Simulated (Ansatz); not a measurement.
**UB3LYP/6-31G(d) (spherical functions) run of GeSiH5 (SMILES [SiH2][GeH3])**

What is the vertical doublet–quartet gap of GeSiH5 at UB3LYP/6-31G* (spherical functions)? 

The results are computed with Ansatz 0.2.0.

27 further runs of the same task are left out: 27 set aside as unsound or not needed.

### Step 1. The structure to begin with

The species is GeSiH5 (7 atoms), meant as a doublet with charge 0. SMILES: `[SiH2][GeH3]`. The coordinates come from a PBE0-D4/def2-TZVP relaxation.

Bond lengths: Si1–Ge2 2.370 Å, Si1–H3 1.489 Å, Si1–H4 1.489 Å, Ge2–H5 1.537 Å, Ge2–H6 1.541 Å, Ge2–H7 1.537 Å. Angles: Si1–Ge2–H5 109.6°, Si1–Ge2–H6 112.0°, Si1–Ge2–H7 109.7°, Ge2–Si1–H3 113.4°, Ge2–Si1–H4 113.3°, H5–Ge2–H6 108.4°, H5–Ge2–H7 108.7°, H6–Ge2–H7 108.4°, H3–Si1–H4 109.6°.

### Step 2. A single-point energy at UB3LYP/6-31G(d) (spherical functions)

Contents of run.yaml:

```yaml
crystal:
  periodic: [false, false, false]
  atoms:
    - symbol: Si
      position_ang: [-0.094700, -1.423600, -0.163400]
    - symbol: Ge
      position_ang: [0.288700, 0.914700, -0.097700]
    - symbol: H
      position_ang: [0.173200, -2.103400, 1.133900]
    - symbol: H
      position_ang: [-1.456400, -1.784700, -0.645400]
    - symbol: H
      position_ang: [0.037100, 1.517100, -1.489000]
    - symbol: H
      position_ang: [-0.633800, 1.622900, 0.913200]
    - symbol: H
      position_ang: [1.746900, 1.189100, 0.302700]
basis:
  gaussian:
    orbitals: 6-31G_st_-spherical.json
magnetization:
  spin_polarized: true
  initial_magnetization: 1
hamiltonian:
  xc: {name: B3LYP}
accuracy: high
output: {orbitals: {seedname: orbitals}}
```

The basis set 6-31G* is read from a file made from the Basis Set Exchange's data (not shown).

The run is started by

```console
$ ansatz run run.yaml --threads 1 --pin off --max-ram 3480MiB --events-out events.jsonl --progress --plain --runs-dir runs
```

The program printed:

```text
Warning: RAYON_NUM_THREADS=1 ignored (pool sized by the plan → 1); use --threads N
Functional definition: B3LYP
  name "B3LYP"
  parameter a0 = 0.2
  parameter ax = 0.72
  parameter ac = 0.81
  exchange = (1 - a0 - ax)*slater_x + ax*b88_x + a0*exact_x
  correlation = (1 - ac)*vwn_rpa_c + ac*lyp_c
1263 factors; integrals over basis functions are off by at most 4.6e-9 eV
mean field evaluation 1: about -64468.8184 eV, gradient 1.0e1 eV
mean field evaluation 2: about -64469.1526 eV, gradient 7.8e0 eV
mean field evaluation 4: about -64469.2547 eV, gradient 2.8e-1 eV
mean field evaluation 8: about -64469.3484 eV, gradient 7.1e-3 eV
mean field evaluation 16: about -64469.3484 eV, gradient 1.1e-5 eV
mean field -64469.34839798 eV, -2369.2048547321 hartree, gradient 2.2e-8 eV, S^2 0.752235; 0 other end points of the search recorded, 0 dependent functions left out
reference -64469.34844005 eV, -2369.2048562779 hartree; 26, 25 occupied and 34, 35 virtual orbitals, 1263 factors
Total energy: -64469.34844005 eV, -2369.2048562779 hartree
```

Run time: 9.6 s. Hardware: 1 thread of Arm Neoverse V1, shared host; peak memory 0.27 GiB.

### Step 3. The quartet at the same level

Contents of run.yaml:

```yaml
basis:
  gaussian: {orbitals: 6-31G_st_-spherical.json}
crystal:
  periodic: [false, false, false]
  atoms:
    - {symbol: Si, position_ang: [-0.094700, -1.423600, -0.163400]}
    - {symbol: Ge, position_ang: [0.288700, 0.914700, -0.097700]}
    - {symbol: H, position_ang: [0.173200, -2.103400, 1.133900]}
    - {symbol: H, position_ang: [-1.456400, -1.784700, -0.645400]}
    - {symbol: H, position_ang: [0.037100, 1.517100, -1.489000]}
    - {symbol: H, position_ang: [-0.633800, 1.622900, 0.913200]}
    - {symbol: H, position_ang: [1.746900, 1.189100, 0.302700]}
accuracy: high
output: {orbitals: {seedname: orbitals}}
magnetization: {spin_polarized: true, initial_magnetization: 3}
hamiltonian: {xc: {name: B3LYP}}
```

The basis set 6-31G* is read from a file made from the Basis Set Exchange's data (not shown).

The run is started by

```console
$ ansatz run run.yaml --threads 1 --pin off --max-ram 3480MiB --events-out events.jsonl --progress --plain --runs-dir runs
```

The program printed, cut to the lines that bear on the results:

```text
Warning: RAYON_NUM_THREADS=1 ignored (pool sized by the plan → 1); use --threads N
[... 7 set-up lines as earlier in the session ...]
1263 factors; integrals over basis functions are off by at most 4.6e-9 eV
mean field evaluation 1: about -64461.9179 eV, gradient 9.8e0 eV
mean field evaluation 2: about -64462.2967 eV, gradient 7.6e0 eV
mean field evaluation 4: about -64462.4241 eV, gradient 3.1e-1 eV
mean field evaluation 8: about -64462.5425 eV, gradient 6.0e-2 eV
mean field evaluation 16: about -64462.5427 eV, gradient 6.7e-4 eV
mean field evaluation 32: about -64462.5427 eV, gradient 1.4e-6 eV
mean field -64462.54271912 eV, -2368.9547506469 hartree, gradient 7.3e-8 eV, S^2 3.752405; 5 other end points of the search recorded, 0 dependent functions left out
reference -64462.54276125 eV, -2368.9547521951 hartree; 27, 24 occupied and 33, 36 virtual orbitals, 1263 factors
Total energy: -64462.54276125 eV, -2368.9547521951 hartree
```

Run time: 21 s. Hardware: 1 thread of Arm Neoverse V1, shared host; peak memory 0.27 GiB.

### Step 4. Outcome

At UB3LYP/6-31G* (spherical functions):

```
                                        quantity           value
                           doublet: total energy  -2369.20486 Eh
     doublet: HOMO energy (highest over α and β)        -5.85 eV
      doublet: LUMO energy (lowest over α and β)        -2.93 eV
                                   doublet: ⟨S²⟩           0.752
                           quartet: total energy  -2368.95475 Eh
     quartet: HOMO energy (highest over α and β)        -1.72 eV
                                   quartet: ⟨S²⟩           3.752
vertical energy of the quartet above the doublet        6.806 eV
```

In words: At this shape the quartet lies 6.81 eV (657 kJ/mol) above the doublet.
